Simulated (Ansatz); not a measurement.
# CH5NSSi: the cost of one run

The runs use Ansatz 0.2.0, Gaussian basis; the settings change from run to run.

**1. The relaxed structure**

An earlier PBE0-D4 in a triple-zeta def2 set relaxation fixed the geometry.

SMILES `CS[Si]N`, 9 atoms, charge 0, spin multiplicity 1.

Atoms are counted from 1 here; the program's logs count them from 0.

Bond lengths: C1–S2 1.813 Å, C1–H5 1.089 Å, C1–H6 1.092 Å, C1–H7 1.089 Å, S2–Si3 2.141 Å, Si3–N4 1.710 Å, N4–H8 1.009 Å, N4–H9 1.007 Å. Angles: S2–C1–H5 109.2°, S2–C1–H6 110.5°, S2–C1–H7 109.3°, H5–C1–H6 109.2°, H5–C1–H7 109.4°, H6–C1–H7 109.2°, C1–S2–Si3 100.1°, S2–Si3–N4 98.2°, Si3–N4–H8 127.5°, Si3–N4–H9 120.2°, H8–N4–H9 112.2°.

**2. wB97/pcseg-2**

This run has coordinates scaled by 0.96, density fitting with cc-pVTZ-jkfit, the search for lower states set to light.

Input file in.yaml:

```yaml
crystal:
  periodic: [false, false, false]
  atoms:
    - {symbol: C, position_ang: [-0.454425, 0.399852, -1.793846]}
    - {symbol: S, position_ang: [0.661978, 0.383910, -0.458170]}
    - {symbol: Si, position_ang: [-0.507207, -0.508599, 0.976897]}
    - {symbol: N, position_ang: [0.582757, -0.502785, 2.203927]}
    - {symbol: H, position_ang: [-0.607092, 1.386974, -2.102971]}
    - {symbol: H, position_ang: [-1.372584, -0.018452, -1.510583]}
    - {symbol: H, position_ang: [-0.053640, -0.153998, -2.584988]}
    - {symbol: H, position_ang: [1.489665, -0.163733, 2.185864]}
    - {symbol: H, position_ang: [0.345510, -0.867616, 3.067453]}
basis:
  gaussian: {orbitals: pcseg-2, fitting: {mean_field: cc-pVTZ-jkfit}}
hamiltonian: {xc: {name: wB97}}
scf: {lower_state_search: light}
```

Launch:

```bash
$ ansatz run in.yaml --threads 4 --pin off --events-out ev --progress --plain --max-ram 10444MiB
```

What time and memory should one allow on 4 threads of Arm Neoverse V1, shared host?

About 3.5 s, with a peak of 0.4 GiB.
